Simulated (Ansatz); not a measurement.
# K2HgBr4: the cost of one run

Program: Ansatz 0.2.0. Level of theory: DFT PBE, scalar-relativistic, plane waves, PAW. These are calculated values, not measurements.

### Step 1. The starting structure

Symmetry: I4/mmm, No. 139, tetragonal system. The conventional cell has a = 5.346 Å, b = 5.346 Å, c = 16.810 Å, α = 90.00°, β = 90.00°, γ = 90.00°. K (site symmetry 4mm) has 8 Br at 3.21 to 3.60 Å as nearest neighbours. Around Hg (site symmetry 4/mmm) lie 4 Br at 2.67 Å. Br (site symmetry mmm) has 2 Hg at 2.67 Å and 4 K at 3.60 Å as nearest neighbours. Around Br (site symmetry -4m2) lie 4 K at 3.21 Å.

As a file:

```cif
data_structure
_symmetry_space_group_name_H-M 'I4/mmm'
_symmetry_Int_Tables_number 139
_cell_length_a 5.3460
_cell_length_b 5.3460
_cell_length_c 16.8097
_cell_angle_alpha 90.000
_cell_angle_beta 90.000
_cell_angle_gamma 90.000
_cell_volume 480.42
loop_
_atom_site_label
_atom_site_type_symbol
_atom_site_symmetry_multiplicity
_atom_site_Wyckoff_symbol
_atom_site_fract_x
_atom_site_fract_y
_atom_site_fract_z
_atom_site_occupancy
K1 K 4 e 0.50000 0.50000 0.14375 1
Hg1 Hg 2 a 0.00000 0.00000 0.00000 1
Br1 Br 4 c 0.50000 0.00000 0.00000 1
Br2 Br 4 d 0.50000 0.00000 0.25000 1
```

Recipe of the guess: perovskite family, T-prime layers (I4/mmm, No. 139). Its size is a rough estimate.

### Step 2. Probe: one point on a coarse mesh

input.yaml reads:

```yaml
crystal:
  lattice:
    - [-2.673, 2.673, 8.40482814]
    - [2.673, -2.673, 8.40482814]
    - [2.673, 2.673, -8.40482814]
  atoms:
    - { symbol: K, position: [0.64375, 0.64375, 0.0] }
    - { symbol: K, position: [0.35625, 0.35625, 0.0] }
    - { symbol: Hg, position: [0.0, 0.0, 0.0] }
    - { symbol: Br, position: [0.0, 0.5, 0.5] }
    - { symbol: Br, position: [0.5, 0.0, 0.5] }
    - { symbol: Br, position: [0.25, 0.75, 0.5] }
    - { symbol: Br, position: [0.75, 0.25, 0.5] }
basis:
  ecutwfc: 420
kpoints:
  mp_grid: { grid: [4, 4, 4] }
hamiltonian:
  xc: pbe
scf:
  occupations: { method: gaussian, width: 0.1 }
  lower_state_search: "off"
output:
  forces: true
  stress: true
  eigenvalues: true
```

On the command line:

```bash
> ansatz run input.yaml --threads 1 --pin off --max-ram 2560MiB --backend cpu --events-out ev --progress --plain --runs-dir out
```

**Question.** How long does this run take on 1 thread of Intel Xeon Platinum 8488C (Sapphire Rapids), shared host, and how much memory does it need?

About 5.1 s, with a peak of 0.51 GiB.
